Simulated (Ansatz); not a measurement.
# C: a single-point run

The task is a single-point run on C. The structure is shown as the input types it.

Computed with Ansatz 0.2.0 (density functional or hybrid calculation with the settings of its input, plane waves, unless a step's input says otherwise).

3 further runs of the same task are left out: 1 for a known fault of the program, 2 that didn't finish.

## Step 1: The structure to begin with

Symmetry: P6_3/mmc, No. 194, hexagonal system. Conventional cell: a = 2.503 Å, b = 2.503 Å, c = 4.169 Å, α = 90.00°, β = 90.00°, γ = 120.00°. C (site symmetry 3m) is surrounded by 4 C at 1.54 to 1.56 Å.

The input asks for a charge of +1 e on the cell.

Coordinates:

```cif
data_structure
_symmetry_space_group_name_H-M 'P6_3/mmc'
_symmetry_Int_Tables_number 194
_cell_length_a 2.5032
_cell_length_b 2.5032
_cell_length_c 4.1689
_cell_angle_alpha 90.000
_cell_angle_beta 90.000
_cell_angle_gamma 120.000
_cell_volume 22.62
loop_
_atom_site_label
_atom_site_type_symbol
_atom_site_symmetry_multiplicity
_atom_site_Wyckoff_symbol
_atom_site_fract_x
_atom_site_fract_y
_atom_site_fract_z
_atom_site_occupancy
C1 C 4 f 0.33333 0.66667 0.56273 1
```

## Step 2: Input and run

The input, input.yaml:

```yaml
crystal:
  lattice:
    - [2.503195371, 0.0, 0.0]
    - [-1.2515976855, 2.1678307819, 0.0]
    - [0.0, 0.0, 4.1688692747]
  atoms:
    - { symbol: C, position: [0.3333333333, 0.6666666667, 0.0002313176] }
    - { symbol: C, position: [0.6666666667, 0.3333333333, 0.5002313176] }
    - { symbol: C, position: [0.3333333333, 0.6666666667, 0.3747686824] }
    - { symbol: C, position: [0.6666666667, 0.3333333333, 0.8747686824] }
kpoints:
  mp_grid: { grid: [9, 9, 4] }
hamiltonian:
  xc: pbe
scf:
  occupations: { method: fixed }
  n_extra_bands: 5
  max_iter: 66
output:
  forces: true
  stress: true
  eigenvalues: true
total_charge: 1
```

The run is started by

```sh
ansatz run input.yaml --threads 4 --pin off --max-ram 3686MiB --backend cpu --events-out ev --progress --plain --runs-dir out
```

Q: Will this input give a usable result? If not, why, and what should change?

The run ended at the input check. It says: «inconsistent input (scf.occupations.method, magnetization): a σ = 0 step fill (method: fixed, or a smearing width below the step floor) cannot realise an odd electron count (15) without a locked total moment ...»

The typed charge leaves an electron count that fixed occupations can't fill in whole bands.

Remedy: remove the charge, or use smearing if the charged cell is meant.
